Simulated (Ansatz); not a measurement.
# YMnC4N4: the cost of one run

Method: DFT PBE, scalar-relativistic, plane waves, PAW, in Ansatz 0.2.0.

### Step 1. The starting structure

The structure is cubic, space group P-43m (No. 215). Conventional cell: a = 6.127 Å, b = 6.127 Å, c = 6.127 Å, α = 90.00°, β = 90.00°, γ = 90.00°. Around Y (site symmetry -43m) lie 4 C at 2.11 Å. Mn (site symmetry -43m) is surrounded by 4 N at 2.03 Å. C (site symmetry 3m) has 1 N at 1.17 Å in its first shell of neighbours. N (site symmetry 3m) has 1 C at 1.17 Å and 1 Mn at 2.03 Å in its first shell of neighbours.

Coordinates:

```
CELL_PARAMETERS angstrom
6.12684 0.00000 0.00000
0.00000 6.12684 0.00000
0.00000 0.00000 6.12684
ATOMIC_POSITIONS crystal
Y 0.00000 0.00000 0.00000
Mn 0.50000 0.50000 0.50000
C 0.19845 0.19845 0.19845
C 0.19845 0.80155 0.80155
C 0.80155 0.19845 0.80155
C 0.80155 0.80155 0.19845
N 0.30871 0.30871 0.30871
N 0.30871 0.69129 0.69129
N 0.69129 0.30871 0.69129
N 0.69129 0.69129 0.30871
```

Recipe of the guess: two interpenetrating cyanide-bridged diamond nets (P-43m, No. 215). Lengths come from tabulated atomic sizes and are only a guess.

### Step 2. A first look at the guess

Input file input.yaml:

```yaml
crystal:
  lattice:
    - [6.12684106, 0.0, 0.0]
    - [0.0, 6.12684106, 0.0]
    - [0.0, 0.0, 6.12684106]
  atoms:
    - { symbol: "Y", position: [0.0, 0.0, 0.0] }
    - { symbol: Mn, position: [0.5, 0.5, 0.5], spin: 4.0 }
    - { symbol: C, position: [0.19845458, 0.19845458, 0.19845458] }
    - { symbol: C, position: [0.19845458, 0.80154542, 0.80154542] }
    - { symbol: C, position: [0.80154542, 0.19845458, 0.80154542] }
    - { symbol: C, position: [0.80154542, 0.80154542, 0.19845458] }
    - { symbol: "N", position: [0.30870712, 0.30870712, 0.30870712] }
    - { symbol: "N", position: [0.30870712, 0.69129288, 0.69129288] }
    - { symbol: "N", position: [0.69129288, 0.30870712, 0.69129288] }
    - { symbol: "N", position: [0.69129288, 0.69129288, 0.30870712] }
basis:
  ecutwfc: 420
kpoints:
  mp_grid: { grid: [4, 4, 4] }
hamiltonian:
  xc: pbe
scf:
  occupations: { method: gaussian, width: 0.1 }
  lower_state_search: "off"
output:
  forces: true
  stress: true
  eigenvalues: true
  populations: true
magnetization:
  spin_polarized: true
```

The run is started by

```bash
> ansatz run input.yaml --threads 1 --pin off --max-ram 2560MiB --backend cpu --events-out ev --progress --plain --runs-dir out
```

What time and memory should one allow on 1 thread of AMD EPYC 9R14 (Zen 4), shared host?

About 14 s, with a peak of 0.58 GiB.
